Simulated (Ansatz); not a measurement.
# CN₆O₂: geometry and frequencies at several levels

Wanted for CN₆O₂: geometry and frequencies at several levels.

Method: the levels named in each step, in Ansatz 0.2.0.

## Step 1: The structure to begin with

Bond lengths: N1–N2 1.098 Å, N3–N4 1.098 Å, N5–N6 1.098 Å, O7–C8 1.145 Å, C8–O9 1.142 Å. Angles: O7–C8–O9 179.7°.

Structure file:

```xyz
9

N    -0.5854    2.6004    0.4673
N     0.4245    2.3030    0.1546
N     1.4879   -0.6738    1.1663
N     1.8514    0.3111    1.4891
N     0.4796   -0.3745   -1.8459
N     0.9198    0.5991   -2.0999
O    -1.3616   -0.4114    0.4931
C    -1.4548   -1.5177    0.2114
O    -1.5540   -2.6210   -0.0666
```

## Step 2: A rough first relaxation, PBE-D4/def2-SVP

The input, input.yaml:

```yaml
crystal:
  periodic: [false, false, false]
  atoms:
    - { symbol: "N", position_ang: [-0.58542, 2.6004, 0.46733] }
    - { symbol: "N", position_ang: [0.42449, 2.30295, 0.15458] }
    - { symbol: "N", position_ang: [1.48789, -0.67377, 1.16634] }
    - { symbol: "N", position_ang: [1.85143, 0.31108, 1.48915] }
    - { symbol: "N", position_ang: [0.47962, -0.37455, -1.84595] }
    - { symbol: "N", position_ang: [0.91985, 0.59912, -2.09989] }
    - { symbol: O, position_ang: [-1.36155, -0.41143, 0.49308] }
    - { symbol: C, position_ang: [-1.45478, -1.51773, 0.21141] }
    - { symbol: O, position_ang: [-1.55404, -2.62095, -0.06659] }
basis:
  gaussian: { orbitals: def2-SVP }
hamiltonian:
  xc: pbe
  dispersion: d4
relax:
  f_tol: 0.03
  max_steps: 200
```

Command:

```bash
$ ansatz run input.yaml --threads 4 --pin off --max-ram 10240MiB --backend cpu --events-out ev --progress --plain --runs-dir out
```

After this run come: Relaxation, HF/STO-3G; Relaxation, HF/6-31G*; Frequencies, HF/6-31G*; Relaxation, LDA/def2-SVP; Frequencies, LDA/def2-SVP; Relaxation, PBE-D4/def2-SVP; Frequencies, PBE-D4/def2-SVP.

Q: Predict the outcome of this session. Wanted: N1–N2 at PBE-D4/def2-SVP; N3–N4 at PBE-D4/def2-SVP; N5–N6 at PBE-D4/def2-SVP; frequencies at PBE-D4/def2-SVP.

The runs gave:

| quantity | value |
| --- | --- |
| N1–N2 at PBE-D4/def2-SVP | 1.112 Å |
| N3–N4 at PBE-D4/def2-SVP | 1.111 Å |
| N5–N6 at PBE-D4/def2-SVP | 1.112 Å |
| frequencies at PBE-D4/def2-SVP | 2 to 2421 cm⁻¹ |

What this shows: The N–N distance spreads over 0.033 Å, from HF/6-31G* (shortest) to PBE-D4/def2-SVP. No mode is imaginary, so the geometry is a minimum.
